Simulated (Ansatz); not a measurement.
**Trajectory cell Ba8Li8F24 of perovskite LiBaF3, uniform strain +0.3 %**

Wanted: trajectory, final structure and frontier levels (PBEsol and HSE06).

All numbers are computed with Ansatz 0.2.0 (PAW, plane waves).

### Step 1. Starting point

40 atoms (8 Ba, 8 Li, 24 F); a = 7.941 Å, b = 7.941 Å, c = 7.941 Å, α = 90.00°, β = 90.00°, γ = 90.00°. All atoms were shaken off their sites by about 0.02 Å along each axis.

The runs, in order: (2) PBEsol dynamics at the Γ point alone, on 1 × NVIDIA H100 80GB HBM3 with 2 threads of AMD EPYC 7R13; (3) HSE06 single point at the Γ point alone, on 1 × NVIDIA H100 80GB HBM3 with 2 threads of AMD EPYC 7R13.

### Step 2. Molecular dynamics with a thermostat

File in.yaml:

```yaml
accuracy: low
crystal:
  lattice:
    - [7.940913, 0.000000, 0.000000]
    - [0.000000, 7.940913, 0.000000]
    - [0.000000, 0.000000, 7.940913]
  atoms:
    - { symbol: Ba, position: [0.999838, 0.997027, 0.002709] }
    - { symbol: Ba, position: [0.001823, 0.999704, 0.496887] }
    - { symbol: Ba, position: [0.002991, 0.501099, 0.998243] }
    - { symbol: Ba, position: [0.999553, 0.502748, 0.502820] }
    - { symbol: Ba, position: [0.499375, 0.000668, 0.002231] }
    - { symbol: Ba, position: [0.507358, 0.002744, 0.495070] }
    - { symbol: Ba, position: [0.493162, 0.498876, 0.999008] }
    - { symbol: Ba, position: [0.495153, 0.499688, 0.496147] }
    - { symbol: Li, position: [0.251408, 0.246074, 0.249660] }
    - { symbol: Li, position: [0.245627, 0.251560, 0.749178] }
    - { symbol: Li, position: [0.253208, 0.753911, 0.248098] }
    - { symbol: Li, position: [0.249896, 0.748817, 0.748637] }
    - { symbol: Li, position: [0.753359, 0.248463, 0.250420] }
    - { symbol: Li, position: [0.749351, 0.251363, 0.748544] }
    - { symbol: Li, position: [0.750592, 0.745373, 0.251378] }
    - { symbol: Li, position: [0.747260, 0.748093, 0.745619] }
    - { symbol: F, position: [0.248377, 0.250183, 0.001162] }
    - { symbol: F, position: [0.249585, 0.245890, 0.497545] }
    - { symbol: F, position: [0.249213, 0.748903, 0.998415] }
    - { symbol: F, position: [0.250046, 0.753290, 0.500228] }
    - { symbol: F, position: [0.747035, 0.243069, 0.003285] }
    - { symbol: F, position: [0.743993, 0.247507, 0.499859] }
    - { symbol: F, position: [0.751219, 0.750613, 0.996608] }
    - { symbol: F, position: [0.749468, 0.751777, 0.501236] }
    - { symbol: F, position: [0.003902, 0.252520, 0.252089] }
    - { symbol: F, position: [0.001826, 0.248776, 0.749462] }
    - { symbol: F, position: [0.999348, 0.750049, 0.250059] }
    - { symbol: F, position: [0.999196, 0.749598, 0.751890] }
    - { symbol: F, position: [0.500062, 0.246976, 0.249427] }
    - { symbol: F, position: [0.497952, 0.247113, 0.748815] }
    - { symbol: F, position: [0.502153, 0.752058, 0.251947] }
    - { symbol: F, position: [0.498196, 0.751890, 0.750967] }
    - { symbol: F, position: [0.248487, 0.999409, 0.246263] }
    - { symbol: F, position: [0.249945, 0.004157, 0.748781] }
    - { symbol: F, position: [0.249547, 0.501904, 0.252644] }
    - { symbol: F, position: [0.250567, 0.502963, 0.749615] }
    - { symbol: F, position: [0.746580, 0.999679, 0.248187] }
    - { symbol: F, position: [0.746927, 0.000344, 0.746538] }
    - { symbol: F, position: [0.754147, 0.499306, 0.248086] }
    - { symbol: F, position: [0.749154, 0.497103, 0.746161] }
kpoints:
  mp_grid: { grid: [1, 1, 1] }
hamiltonian:
  xc: pbesol
scf:
  occupations: { method: fermi_dirac, width: 0.1 }
md:
  ensemble: nvt_langevin
  timestep: 2.5
  n_steps: 240
  temperature: 700
  temperature_schedule: [{ n_steps: 120, end_temperature: 700 }, { n_steps: 120, end_temperature: 700 }]
  friction: 0.02
  initial_velocities: maxwell_boltzmann
  seed: 1
```

Command:

```sh
> ansatz run in.yaml --threads 2 --pin off --max-ram 20900MiB --runs-dir r --events-out ev --progress --plain --backend cuda --devices 0, --max-vram 18GiB
```

The runs that follow: Single point with HSE06.

What does the calculation give? Wanted: for each run, top filled to lowest empty.

**Answer**, as computed:

| level | time | top filled to lowest empty (eV) |
| --- | --- | --- |
| HSE06 | 13 s (GPU) | 8.61 |

```
                           quantity                              value
                             length                240 steps of 2.5 fs
mean temperature of the first stage                              691 K
     temperature at the last sample  841 K (thermostat's target 700 K)
                       median shift         Ba 0.23, F 0.28, Li 0.31 Å
```

**Reading.** Li shifted most, by a median 0.31 Å in 0.60 ps (first neighbours: 2.0 Å), so its atoms mostly kept their sites. With one k point the spacing samples only the states that fold onto it, so it can exceed the gap over the zone.
